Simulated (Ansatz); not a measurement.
Write a Python script for Ansatz 0.2.0 through its Python package that makes a rigid scan of one bond angle of F2HSeSn, SMILES [F][Sn]([F])[SeH]. Settings (for the species named): B3LYP, def2-SVP basis, multiplicity 2.

```xyz
5

F    -0.1524   -1.8367    1.6512
Sn    0.2678   -0.1168    0.7802
F     1.9942   -0.2742   -0.0495
Se   -1.3795    0.4479   -1.0196
H    -0.6802    1.7062   -1.4037
```

Script `bend_f2hsesn.py`:
```python
"""Energy of F2HSeSn against one bond angle."""

import ansatz as az
from ase import Atoms

atoms = Atoms(["F", "Sn", "F", "Se", "H"], positions=[
    [-0.1524, -1.8367, 1.6512],
    [0.2678, -0.1168, 0.7802],
    [1.9942, -0.2742, -0.0495],
    [-1.3795, 0.4479, -1.0196],
    [-0.6802, 1.7062, -1.4037],
])

# relax first, so that the scan starts from a minimum
first = (
    az.Crystal.molecule_from_ase(atoms).calculation()
    .basis(gaussian="def2-SVP")
    .functional("b3lyp")
    .spin("collinear", total=1)  # spin-polarised run
    .relax(force_tolerance=0.02, max_steps=80)  # relax until the tolerances are met
)
atoms.positions = first.run().report["positions_ang"]

rows = []
for angle in [90, 100, 110, 120, 135, 150, 165, 179]:
    bent = atoms.copy()
    bent.set_angle(1, 3, 4, angle, indices=[4])
    model = (
        az.Crystal.molecule_from_ase(bent).calculation()
        .basis(gaussian="def2-SVP")  # atom-centred Gaussian functions
        .functional("b3lyp")
        .spin("collinear", total=1)
    )
    rows.append((angle, model.run().report["free_energy_ev"]))
floor = min(e for _, e in rows)
for angle, e in rows:
    print(f"angle Sn1-Se3-H4 = {angle:3d} deg   {1000 * (e - floor):9.1f} meV")
```

```console
$ python bend_f2hsesn.py
angle Sn1-Se3-H4 =  90 deg         0.0 meV
angle Sn1-Se3-H4 = 100 deg        35.7 meV
angle Sn1-Se3-H4 = 110 deg       132.7 meV
angle Sn1-Se3-H4 = 120 deg       278.5 meV
angle Sn1-Se3-H4 = 135 deg       556.7 meV
angle Sn1-Se3-H4 = 150 deg       855.9 meV
angle Sn1-Se3-H4 = 165 deg      1126.1 meV
angle Sn1-Se3-H4 = 179 deg      1307.4 meV
```

Reading the output:
- The scan is rigid, and the energies are electronic, in a modest basis. The zero is the lowest point of the grid, which needn't be the minimum.
- def2 sets replace the cores of elements past krypton by effective core potentials.
- The species is open-shell (spin multiplicity 2).
- b3lyp holds the VWN-RPA fit, as in Gaussian; the form of ORCA and Turbomole is b3lyp5.
- Timing: 2.1 min on 1 thread of Arm Neoverse V2, on a shared host, peak memory 0.39 GiB.

(A comment or docstring line of the script was reworded after the run, the code is as it ran.)
